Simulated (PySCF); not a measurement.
# C6H9BrO: the cost of one run

Computed with PySCF 2.14.0 and routines of our own; the level stands in each step. Atoms count from 0.

### Step 1. The system as given

17 atoms, charge 0, multiplicity 1; geometry from: GFN2-xTB.

### Step 2. Magnetic properties: GIAO B97-2/pcSseg-1

What the job is given:

```
{"job": {"kind": "mag", "xc": "B97-2", "basis": "pcSseg-1", "isotopologues": 2}, "charge": 0, "multiplicity": 1}
C     -1.904981     0.638147    -0.644870
C     -0.987754     0.109133     0.440355
C     -0.157855    -1.137526     0.083336
C      1.119543    -0.435516     0.592264
C      2.318838    -0.470892    -0.275143
O      3.421978    -0.801829    -0.013786
Br     1.958941     0.135332    -2.122398
C      0.322695     0.884997     0.665679
H     -2.345899     1.584446    -0.339684
H     -1.350944     0.794769    -1.567736
H     -2.707925    -0.069812    -0.838205
H     -1.545281    -0.025514     1.368696
H     -0.137552    -1.324551    -0.988532
H     -0.407936    -2.059062     0.603550
H      1.430235    -0.792026     1.577575
H      0.418583     1.421814     1.606253
H      0.548316     1.560121    -0.157264
```

With the program's defaults for keys left out, this is: GIAO B97-2/pcSseg-1 magnetisability, rotational g tensor and spin-rotation constants, non-relativistic, gas phase.

Command:

```sh
OMP_NUM_THREADS=1 python excited_run.py task.json out
```

One launch serves the whole session: the jobs run in the order shown.

**Question.** How long does this first job take on 1 thread of Arm Neoverse V2, shared host, and how much memory does it need?

About 39 s, with a peak of 1 GiB.
